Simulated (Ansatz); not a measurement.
# AsGeH₆Sb: small, medium and large basis sets

The task here is to estimate one member of a computed series from the others.

Program: Ansatz 0.2.0, Gaussian basis. Level of theory: one geometry, several basis sets. These are calculated values, not measurements.

Plan: PBE0-D4/def2-SVP; ωB97M-V/def2-SVP; PBE0-D4/def2-QZVPP; ωB97M-V/def2-QZVPP; the functionals' def2-TZVPP values are taken from earlier runs.

### Structure used throughout

All runs share one geometry, relaxed beforehand with PBE0-D4 in a triple-zeta def2 set. Sb takes the def2 core potential; no spin-orbit term is included.

SMILES `[GeH3][AsH][SbH2]`, 9 atoms, charge 0, spin multiplicity 1.

Atoms are counted from 1 here; the program's logs count them from 0.

Bond lengths: Ge1–As2 2.423 Å, Ge1–H4 1.538 Å, Ge1–H5 1.538 Å, Ge1–H6 1.540 Å, As2–Sb3 2.643 Å, As2–H7 1.522 Å, Sb3–H8 1.709 Å, Sb3–H9 1.708 Å. Angles: As2–Ge1–H4 107.9°, As2–Ge1–H5 109.0°, As2–Ge1–H6 112.7°, H4–Ge1–H5 109.2°, H4–Ge1–H6 108.8°, H5–Ge1–H6 109.2°, Ge1–As2–Sb3 93.5°, Ge1–As2–H7 92.7°, Sb3–As2–H7 94.7°, As2–Sb3–H8 91.9°, As2–Sb3–H9 95.0°, H8–Sb3–H9 91.4°.

Set-up of the first run:

in.yaml reads:

```yaml
crystal:
  periodic: [false, false, false]
  atoms:
    - {symbol: Ge, position_ang: [-0.770429, 1.140603, -0.922317]}
    - {symbol: As, position_ang: [0.712820, -0.774752, -0.987006]}
    - {symbol: Sb, position_ang: [-0.171787, -1.739406, 1.308817]}
    - {symbol: H, position_ang: [-2.177305, 0.662850, -1.318648]}
    - {symbol: H, position_ang: [-0.285180, 2.183656, -1.942685]}
    - {symbol: H, position_ang: [-0.841048, 1.791890, 0.471107]}
    - {symbol: H, position_ang: [1.861251, 0.004077, -0.360816]}
    - {symbol: H, position_ang: [1.182142, -2.771097, 1.462796]}
    - {symbol: H, position_ang: [0.577937, -0.544222, 2.271752]}
basis:
  gaussian: {orbitals: def2-SVP}
hamiltonian: {xc: pbe0, dispersion: d4}
output: {orbitals: {seedname: orbitals}}
```

Among the steps run: PBE0-D4 in def2-SVP; ωB97M-V in def2-SVP; PBE0-D4 in def2-QZVPP; ωB97M-V in def2-QZVPP.

One table of the session follows, with a row left open; its other results are not shown here.

It belongs to the step «Density functionals: the series». 

```
functional       basis  HOMO (eV)
   PBE0-D4    def2-SVP      -7.01
   PBE0-D4  def2-TZVPP      -7.04
   PBE0-D4  def2-QZVPP          ?
   ωB97M-V    def2-SVP      -8.91
   ωB97M-V  def2-TZVPP      -8.97
   ωB97M-V  def2-QZVPP      -8.98
```

**Question.** Estimate the row for PBE0-D4, def2-QZVPP.

**Answer.** HOMO (eV): -7.05. In the column «HOMO (eV)» it lies between ωB97M-V, def2-SVP (-8.91) and PBE0-D4, def2-TZVPP (-7.04).
